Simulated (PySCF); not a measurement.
# [HgOCl]−: other functionals and bases at one geometry

Aim: see how levels, charges and forces of [HgOCl]− depend on the level of theory. The species was built from a template and needn't be a known compound.

Method: several levels, as the steps say, no spin–orbit coupling; program: PySCF 2.14.0.

1 further run of the same task is left out (for a known fault of the program).

**1. Starting geometry**

3 atoms, charge -1, spin multiplicity 1.

Bond lengths: Hg1–O2 1.887 Å, Hg1–Cl3 2.421 Å. Angles: O2–Hg1–Cl3 179.7°.

Coordinates:

```xyz
3
ClHgO
Hg    0.15220    0.00000    0.32818
O     2.03176    0.00000    0.16547
Cl   -2.25879    0.00000    0.54893
```

Formal oxidation states: Hg +2. An earlier session relaxed this geometry at PBE0, Hg def2-SVP with ECP60, O def2-SVP, Cl def2-SVP (singlet, point group C∞v).

At PBE0 on the finer grid: E = -688.484418 Eh, HOMO -0.78 eV, LUMO 4.38 eV, Mulliken charge on Hg1 +0.18 e, largest force component 0.012 eV/Å. 

Levels to run: PBE; BP86; PBE0, TZVP. Hardware: 2 threads of Arm Neoverse V2, shared host.

**2. PBE**

Input file run.py (the lines that set the calculation):

```python
mol = gto.M(atom='''
Hg     0.15220     0.00000     0.32818
O      2.03176     0.00000     0.16547
Cl    -2.25879     0.00000     0.54893''',
    basis={'Hg': 'def2-SVP', 'O': 'def2-SVP', 'Cl': 'def2-SVP'},
    ecp={'Hg': 'def2-SVP'},
    charge=-1, spin=0)
mf = dft.RKS(mol, xc='PBE')
mf.grids.atom_grid = (75, 302)
mf = mf.density_fit()  # fitting sets: Hg def2-universal-JKFIT, O def2-universal-JKFIT, Cl def2-universal-JKFIT
mf.conv_tol = 1e-08; mf.max_cycle = 55
mf.kernel(dm0)  # dm0: the density of the relaxed state
```

Launch:

```sh
$ OMP_NUM_THREADS=2 python run.py
```

**3. BP86**

run.py (the lines that set the calculation), as its differences from that of step 2:

```diff
@@ -7,3 +7,3 @@
     charge=-1, spin=0)
-mf = dft.RKS(mol, xc='PBE')
+mf = dft.RKS(mol, xc='B88,P86')
 mf.grids.atom_grid = (75, 302)
```

**4. PBE0, TZVP**

Basis: Hg def2-TZVP with ECP60, O def2-TZVP, Cl def2-TZVP. 

Input file run.py (the lines that set the calculation):

```python
mol = gto.M(atom='''
Hg     0.15220     0.00000     0.32818
O      2.03176     0.00000     0.16547
Cl    -2.25879     0.00000     0.54893''',
    basis={'Hg': 'def2-TZVP', 'O': 'def2-TZVP', 'Cl': 'def2-TZVP'},
    ecp={'Hg': 'def2-TZVP'},
    charge=-1, spin=0)
mf = dft.RKS(mol, xc='PBE0')
mf.grids.atom_grid = (75, 302)
mf = mf.density_fit()  # fitting sets: Hg def2-universal-JKFIT, O def2-universal-JKFIT, Cl def2-universal-JKFIT
mf.conv_tol = 1e-08; mf.max_cycle = 55
mf.kernel(dm0)  # dm0: free metal ions and neutral atoms
```

**Question.** What will these runs give? Wanted: for each run, HOMO; gap; charge on Hg1; dipole; largest force.

As calculated:

| level | state | HOMO (eV) | gap (eV) | charge on Hg1 (e) | dipole (D) | largest force (eV/Å) | basis functions | time |
| --- | --- | --- | --- | --- | --- | --- | --- | --- |
| PBE0 (relaxed here) | singlet | -0.78 | 5.16 | 0.18 | 1.68 | 0.01 | 64 | 2.5 s |
| PBE | singlet | 0.60 | 2.86 | 0.04 | 1.42 | 0.47 | 64 | 1.2 s |
| BP86 | singlet | 0.46 | 2.87 | 0.04 | 1.43 | 0.53 | 64 | 1.3 s |
| PBE0, TZVP | singlet | -1.26 | 5.09 | 0.44 | 2.00 | 0.44 | 111 | 3.5 s |

Times are on 2 threads of Arm Neoverse V2, shared host; the first row also made further properties. The dipole of a charged species depends on the origin, so these sizes hold for this origin alone.

In one basis the HOMO–LUMO gap runs from 2.86 eV (PBE) to 5.16 eV (PBE0). The largest leftover force, 0.53 eV/Å with BP86, stands at a geometry relaxed at another level. The Mulliken charge on Hg spans +0.04 to +0.44 e over the levels. Total energies of different levels can't be compared. Spin–orbit coupling is left out throughout.
